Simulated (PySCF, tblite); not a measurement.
# B2F2H2O: geometry, infrared bands, NMR shifts and spin-spin couplings

What infrared bands, NMR shifts and spin-spin couplings should B2F2H2O (`FBOBF`) show?

Computed with tblite 0.8.0 and PySCF 2.14.0, with density-fitted response routines of our own, on a single molecule in the gas phase. Atoms count from 0, in the outputs and in this text.

**1. The molecule as given**

7 atoms, charge 0, multiplicity 1; geometry from: force field or distance geometry start.

Bonds of the start (Å): F0–B1 1.45, B1–O2 1.47, O2–B3 1.48, B3–F4 1.44, B1–H5 1.20, B3–H6 1.20.

**2. Optimising the geometry with GFN2-xTB**

Job settings and geometry (Å):

```
{"job": {"kind": "relax", "xc": "GFN2-xTB", "basis": "xTB"}, "charge": 0, "multiplicity": 1}
F      0.578200     1.427400     0.034400
B      1.077500     0.148500    -0.428700
O      0.092200    -0.893300    -0.737100
B     -1.068200    -0.542800     0.109000
F     -1.976000     0.438100    -0.437700
H      2.020400    -0.240800     0.197800
H     -0.720800    -0.332200     1.235300
```

Command:

```
$ OMP_NUM_THREADS=1 python probes_run.py task.json out
```

The driver reads the jobs from task.json and runs them one after another.

**Question.** This job is followed by: GFN2-xTB harmonic vibrations, gas phase; GIAO PBE0/pcSseg-1 NMR shielding, non-relativistic, gas phase; B3LYP/pcJ-1 indirect spin-spin coupling, non-relativistic, gas phase. What will the session give for the following? strongest single infrared mode (GFN2-xTB); zero-point energy (GFN2-xTB); ¹H shifts against TMS (PBE0/pcSseg-1, means over atoms taken as alike); ¹⁹F shifts against CFCl3 (PBE0/pcSseg-1, means over atoms taken as alike); ¹¹B shifts against BF3·OEt2 (PBE0/pcSseg-1, means over atoms taken as alike); ¹⁷O shifts against H2O (PBE0/pcSseg-1); surface potential, 1st and 99th percentile; largest coupling of the table (B3LYP/pcJ-1).

As calculated:

| quantity | value |
| --- | --- |
| strongest single infrared mode (GFN2-xTB) | 1555 cm⁻¹, 810 km/mol |
| zero-point energy (GFN2-xTB) | 21.6 kcal/mol |
| ¹H shifts against TMS (PBE0/pcSseg-1, means over atoms taken as alike) | 4.30 ppm |
| ¹⁹F shifts against CFCl3 (PBE0/pcSseg-1, means over atoms taken as alike) | -65.4 ppm |
| ¹¹B shifts against BF3·OEt2 (PBE0/pcSseg-1, means over atoms taken as alike) | 18.0 ppm |
| ¹⁷O shifts against H2O (PBE0/pcSseg-1) | 212.7 ppm |
| surface potential, 1st and 99th percentile | -0.74 V and 1.85 V |
| largest coupling of the table (B3LYP/pcJ-1) | ¹J(B,H) B1–H5, 196.6 Hz |

In words: Relaxing lowered the energy by 2.756 eV in 38 steps; the close pair that moved most is O2–B3, from 1.478 to 1.307 Å. No mode is imaginary among the 15: a minimum at this level. The strongest single mode, at 1555 cm⁻¹, moves mainly O2. Unscaled tight-binding wavenumbers are off by several per cent, some by more. Its intensities can rank the bands wrongly. At PBE0/pcSseg-1: The widest tensor belongs to F0, F4: span 336 ppm, with a paramagnetic part of -232 ppm. In the run at B3LYP/pcJ-1, the largest coupling of the table is B1–H5 (mean over like pairs), 196.6 Hz, of which the Fermi-contact term gives 196.0 Hz. Density functionals describe couplings to fluorine poorly, F–F couplings above all, so those rows are rough.
